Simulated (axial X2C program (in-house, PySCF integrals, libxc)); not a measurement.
# SMoS⁺: bond lengths and stretches, held linear

The task here is to estimate one member of a computed series from the others.

The runs use an in-house X2C program for linear molecules on PySCF integrals; all-electron X2C, two-component (2c) or spin-free, S dyall-av3z, Mo dyall-v3z.

All values are calculated.

2 further runs of the same task are left out: 2 set aside as unsound or not needed.

The first run:

Contents of task.json:

```json
{"zs": [16, 42, 16], "q": 1, "bas": ["dyall-av3z", "dyall-v3z", "dyall-av3z"], "r0": [2.15, 2.15], "symm": 1, "scan": ["PBE0", "HF", "PBE"], "levels": ["PBE0", "HF", "LDA"], "nst": 2}
```

Keys: zs atomic numbers; q charge; bas basis sets; r0 starting distance in Å; symm equal bonds; scan levels of the two-bond scan; levels methods; nst determinants followed.

The run is started by

```console
> python solin.py task.json out
```

Masses S 31.972, Mo 97.905, S 31.972 u.

Steps of the session up to this table: Scan at PBE0, 2c; Scan at PBE, 2c; Scan at PBE0, spin-free.

One table of the session follows, with a row left open; its other results are not shown here.

| level | lower stretch (cm⁻¹) | upper stretch (cm⁻¹) |
| --- | --- | --- |
| PBE0, 2c | 464.8 | 475.0 |
| PBE, 2c | 447.4 | 486.5 |
| PBE0, spin-free | ? | ? |
| PBE, spin-free | 447.5 | 486.4 |

**Question.** Estimate the row for PBE0, spin-free.

**Answer.** lower stretch (cm⁻¹): 465.1; upper stretch (cm⁻¹): 474.8. In the column «lower stretch (cm⁻¹)» it is the highest.

Scans not shown above were run alike.

The molecule was held linear; bending was not examined, so a bent shape may lie lower. Note: several unpaired electrons, one determinant need not be a pure state.
